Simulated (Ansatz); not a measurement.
# FGaH₃OSi radical: a ladder of functionals and wavefunction methods

Aim: compute FGaH₃OSi radical with functionals from several rungs and with coupled cluster. The yardstick is the atomisation energy at the CCSD(T) limit.

Program: Ansatz 0.2.0, Gaussian basis. Level of theory: functionals in def2-TZVPP, the program's frozen cores in correlated methods. These are calculated values, not measurements.

Plan: LDA (SPW92), PBE-D4, revPBE-D4, BLYP-D4, r2SCAN-D4, B97M-V, PBE0-D4, B3LYP-D4, r2SCANh-D4, r2SCAN0-D4, HSE06-D4, BHLYP-D4, CAM-B3LYP-D4, LC-ωPBE, ωB97X-V, ωB97M-V, B2PLYP, PBE-QIDH; CCSD(T)/def2-SVP; CCSD(T)/def2-TZVPP; MP2/def2-QZVPP; extrapolation to the limit; RPA on PBE.

### Step 1. The relaxed structure

The geometry comes from an earlier relaxation with PBE0-D4 in a triple-zeta def2 set; it is a stationary point, not always the lowest conformer.

7 atoms, charge 0, spin multiplicity 2.

Atoms are counted from 1 here; the program's logs count them from 0.

Bond lengths: F1–Ga2 1.759 Å, Ga2–O3 1.782 Å, O3–Si4 1.639 Å, Si4–H5 1.486 Å, Si4–H6 1.486 Å, Si4–H7 1.490 Å. Angles: F1–Ga2–O3 115.4°, Ga2–O3–Si4 140.0°, O3–Si4–H5 109.4°, O3–Si4–H6 109.5°, O3–Si4–H7 111.1°, H5–Si4–H6 109.4°, H5–Si4–H7 108.7°, H6–Si4–H7 108.7°.

### Step 2. LDA

This LDA is Slater exchange with PW92 correlation.

in.yaml

```yaml
crystal:
  periodic: [false, false, false]
  atoms:
    - {symbol: F, position_ang: [-2.575045, 2.179839, 0.952517]}
    - {symbol: Ga, position_ang: [-1.132817, 1.232228, 1.292017]}
    - {symbol: O, position_ang: [-0.476285, 0.318879, -0.090225]}
    - {symbol: Si, position_ang: [0.759363, -0.696242, -0.451268]}
    - {symbol: H, position_ang: [1.591262, -0.099069, -1.527454]}
    - {symbol: H, position_ang: [0.212079, -1.997068, -0.915326]}
    - {symbol: H, position_ang: [1.621443, -0.938567, 0.739739]}
basis:
  gaussian: {orbitals: def2-TZVPP}
magnetization: {spin_polarized: true, initial_magnetization: 1}
hamiltonian: {xc: lda}
output: {orbitals: {seedname: orbitals}}
```

The run is started by

```bash
ansatz run in.yaml --threads 4 --pin off --events-out ev --progress --plain --max-ram 10444MiB
```

The runs that follow: PBE-D4 (GGA); revPBE-D4 (GGA); BLYP-D4 (GGA); r2SCAN-D4 (meta-GGA); B97M-V (meta-GGA); B3LYP-D4 (hybrid); r2SCANh-D4 (hybrid); r2SCAN0-D4 (hybrid); HSE06-D4 (hybrid); BHLYP-D4 (hybrid); CAM-B3LYP-D4 (range-separated); LC-ωPBE (range-separated); ωB97X-V (range-separated); ωB97M-V (range-separated); B2PLYP (double hybrid); PBE-QIDH (double hybrid); CCSD(T) in def2-SVP; CCSD(T) in def2-TZVPP; MP2 in def2-QZVPP; RPA on PBE orbitals.

Before running them: what should the planned runs give, taken together? Wanted: atomisation energy, CCSD(T)/CBS; farthest beyond LDA; mean size of error, GGA; mean size of error, meta-GGA; mean size of error, hybrid; mean size of error, range-separated; mean size of error, double hybrid; gap, smallest and largest; T1 diagnostic.

As calculated:

```
                               quantity                                                                                    value
        atomisation energy, CCSD(T)/CBS                                                                           533.4 kcal/mol
functionals within 5.3 kcal/mol (1.0 %)  PBE-D4, BLYP-D4, r2SCAN-D4, B97M-V, r2SCANh-D4, CAM-B3LYP-D4, LC-ωPBE, ωB97X-V, ωB97M-V
                    farthest beyond LDA                                                                BHLYP-D4 (-22.3 kcal/mol)
                mean size of error, GGA                                                                             6.8 kcal/mol
           mean size of error, meta-GGA                                                                             1.8 kcal/mol
             mean size of error, hybrid                                                                            11.1 kcal/mol
    mean size of error, range-separated                                                                             2.0 kcal/mol
      mean size of error, double hybrid                                                                             7.4 kcal/mol
              gap, smallest and largest                                                 0.90 eV (LDA (SPW92)), 8.36 eV (LC-ωPBE)
                          T1 diagnostic                                                                                   0.0165
triples share of the correlation energy                                                                                    3.4 %
```

What this shows: LDA overbinds by 72.6 kcal/mol (14 %). PBE-D4 misses by -0.4 kcal/mol. Double hybrids carry the basis error of their MP2 part in triple zeta, and no dispersion term here, so their miss is partly the set-up's. The rungs meta-GGA, range-separated miss on average by less than the doubt on the reference (5.3 kcal/mol), so they tie. Misses under about 5.3 kcal/mol are within the doubt on the reference itself, which lacks core-valence correlation, relativity and higher excitations, and its outer-core shells are covered unevenly. Hartree-Fock recovers 73 % of the binding; the rest is correlation. CCSD(T) in def2-SVP is off by -39.1 kcal/mol, so the small basis spoils what the method gains. Orbital gaps span 0.9 to 8.4 eV; exact exchange widens them. Correlated methods include outer-core shells of Ga, which these sets cover unevenly.
